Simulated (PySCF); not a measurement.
# C3H9OPSi: the cost of one run

Computed with PySCF 2.14.0 and routines of our own; the level stands in each step. Atoms count from 0.

### 1 The starting structure

15 atoms, charge 0, multiplicity 1; geometry from: GFN2-xTB.

### 2 Circular dichroism and optical rotation: TDDFT CAM-B3LYP/def2-SVPD

Job settings and geometry (Å):

```
{"job": {"kind": "ecd", "xc": "CAM-B3LYP", "basis": "def2-SVPD", "nstates": 16}, "charge": 0, "multiplicity": 1}
C     -1.811761    -0.970995     0.528044
C     -1.000825     0.304587     0.599825
C     -0.526693     0.844086    -0.752179
Si     1.209289     0.625327     0.004437
P      2.523169    -0.976098    -0.835582
O      0.265747     0.055699     1.234884
H     -2.760311    -0.779160     0.032129
H     -1.256650    -1.721776    -0.029963
H     -2.001760    -1.350330     1.529006
H     -1.522770     1.061121     1.192999
H     -0.797674     0.197410    -1.580993
H     -0.860193     1.853410    -0.964441
H      1.847449     1.890297     0.391530
H      3.277483    -0.100133    -1.595911
H      3.411084    -0.925454     0.224303
```

Level: TDDFT CAM-B3LYP/def2-SVPD circular dichroism and optical rotation, one conformer, gas phase.

Launch:

```sh
$ OMP_NUM_THREADS=1 python excited_run.py task.json out
```

The driver reads the jobs from task.json and runs them one after another.

Q: Estimate the wall time and peak memory of this first job on 1 thread of Arm Neoverse V1, shared host.

About 1.8 min, with a peak of 0.92 GiB.
